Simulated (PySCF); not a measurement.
**C3H11GeN: electronic excitations**

Wanted: the electronic excitations of C3H11GeN (`CCC[NH][GeH3]`), by calculation.

Computed with PySCF 2.14.0, with density-fitted response routines of our own, on a single molecule in the gas phase. Atoms count from 0, in the outputs and in this text.

### Step 1. The molecule as given

16 atoms, charge 0, multiplicity 1; geometry from: GFN2-xTB.

Bonds of the start (Å): C0–C1 1.52, C1–C2 1.53, C2–N3 1.45, N3–Ge4 1.80, C0–H5 1.09, C0–H6 1.09, C0–H7 1.09, C1–H8 1.09, C1–H9 1.09, C2–H10 1.09, C2–H11 1.10, N3–H12 1.01, Ge4–H13 1.49, Ge4–H14 1.49, Ge4–H15 1.51.

### Step 2. Ultraviolet spectrum: CAM-B3LYP/def2-SVPD

The job: settings as JSON, then the geometry in Å.

```
{"job": {"kind": "uv", "xc": "CAM-B3LYP", "basis": "def2-SVPD", "nstates": 8, "ntriplets": 3}, "charge": 0, "multiplicity": 1}
C     -2.508832     0.022027    -0.416323
C     -1.202023    -0.688203    -0.088538
C      0.006007     0.224703    -0.293840
N      1.234811    -0.447251     0.088617
Ge     2.690484     0.443371     0.671867
H     -3.353620    -0.646691    -0.270850
H     -2.641814     0.889627     0.225904
H     -2.512188     0.358385    -1.451012
H     -1.093182    -1.571375    -0.723248
H     -1.210633    -1.025164     0.949521
H     -0.094966     1.110081     0.341549
H      0.026686     0.566677    -1.339341
H      1.404089    -1.251660    -0.500215
H      3.679579    -0.608310     1.047818
H      2.237974     1.233128     1.857014
H      3.330030     1.399598    -0.307882
```

Level: TDDFT CAM-B3LYP/def2-SVPD, vertical, gas phase, core orbitals frozen in the response.

Started as:

```
OMP_NUM_THREADS=1 python probes_run.py task.json out
```

One launch serves the whole session: the jobs run in the order shown.

The program printed:

```text
coarse grid: 55272 points
cycle   1  E = -2252.2800193224  dE = -2.441e-01  |g| = 5.301e-01  |ddm| = 5.190e+00
cycle   2  E = -2252.2753257824  dE =  4.694e-03  |g| = 5.757e-01  |ddm| = 1.526e+00
cycle   3  E = -2252.3274347448  dE = -5.211e-02  |g| = 5.368e-02  |ddm| = 8.050e-01
cycle   4  E = -2252.3279299261  dE = -4.952e-04  |g| = 3.066e-02  |ddm| = 1.050e-01
cycle   5  E = -2252.3281169893  dE = -1.871e-04  |g| = 2.695e-03  |ddm| = 3.772e-02
cycle   6  E = -2252.3281186090  dE = -1.620e-06  |g| = 8.796e-04  |ddm| = 1.056e-02
final grid: 116752 points
cycle   7  E = -2252.3281417423  dE = -1.228e-07  |g| = 7.874e-04  |ddm| = 7.127e-03
cycle   8  E = -2252.3281417587  dE = -1.641e-08  |g| = 7.645e-04  |ddm| = 2.551e-03
cycle   9  E = -2252.3281418714  dE = -1.127e-07  |g| = 5.098e-05  |ddm| = 9.307e-04
cycle  10  E = -2252.3281418720  dE = -6.021e-10  |g| = 1.658e-05  |ddm| = 1.381e-04
converged SCF energy = -2252.3281418720

Static polarisability (au): isotropic 76.742, principal 67.277 70.664 92.286

Singlet excitations
state   eV       nm        f      main configurations
  1   5.7510    215.6   0.00952   H->L 0.73, H->L+1 0.21
  2   6.6356    186.8   0.03636   H->L+1 0.69, H->L 0.23
  3   6.9605    178.1   0.00887   H->L+3 0.75
  4   7.1205    174.1   0.00670   H->L+2 0.70, H->L+7 0.11
  5   7.2234    171.6   0.00669   H->L+4 0.74
  6   7.6181    162.7   0.02509   H->L+6 0.47, H->L+5 0.35
  7   7.7179    160.6   0.04124   H->L+6 0.44, H->L+5 0.42
  8   8.2913    149.5   0.00534   H->L+7 0.64, H->L+2 0.11

Triplet excitations (Tamm-Dancoff, eV): 5.4588 6.3213 6.8221
```

Run time: 73 s. Hardware: 1 thread of Arm Neoverse N1, shared host; peak memory 0.93 GiB.

The orbitals next to the gap, with their largest atomic shares:

```
orbital      eV                         atoms
 HOMO−3  -10.97  Ge4 34 %, H14 23 %, H13 17 %
 HOMO−2  -10.76    C1 21 %, Ge4 12 %, H9 10 %
 HOMO−1  -10.52    Ge4 18 %, C2 16 %, C1 14 %
   HOMO   -7.92    N3 57 %, C2 10 %, Ge4 10 %
   LUMO    1.07    Ge4 48 %, H13 7 %, H12 7 %
 LUMO+1    1.46  Ge4 43 %, H15 14 %, H14 11 %
 LUMO+2    1.67     C0 30 %, H5 12 %, H7 10 %
```

With each of the 8 states as a Gaussian band of 0.4 eV half-width at 1/e, the curve within the window shown has maxima at 214 nm (ε 400), 184 nm (ε 1,800), 162 nm (ε 2,800) L/(mol cm). Beyond the last state computed it falls off for lack of states. The curve at chosen wavelengths:

```
 nm  ε (L/mol/cm)
144           140
148           370
152           923
156          1918
159          2590
163          2752
167          2216
171          1700
175          1563
179          1693
182          1804
186          1782
190          1497
194          1069
198           686
202           459
205           391
209           382
213           398
217           387
221           338
225           263
228           203
232           132
236            79
240            43
```

Further results of this job:

```
           property  computed
  dipole moment (D)      0.83
polarisability (Å³)     11.37
 HOMO–LUMO gap (eV)      8.99
      −ε(HOMO) (eV)      7.92
```

### Step 3. Outcome

```
                                quantity                        value
    lowest singlet (CAM-B3LYP/def2-SVPD)  5.75 eV (216 nm), f = 0.010
brightest single state of those computed  state 7, 7.72 eV, f = 0.041
                          lowest triplet                      5.46 eV
```

The lowest singlet, at 5.75 eV, is HOMO→LUMO 0.73, HOMO→LUMO+1 0.21 and is weak; of the 8 states computed, the strongest absorption comes from state 7 at 7.72 eV. The lowest triplet lies 0.29 eV below the lowest singlet (triplets in Tamm-Dancoff, singlets in full TDDFT).
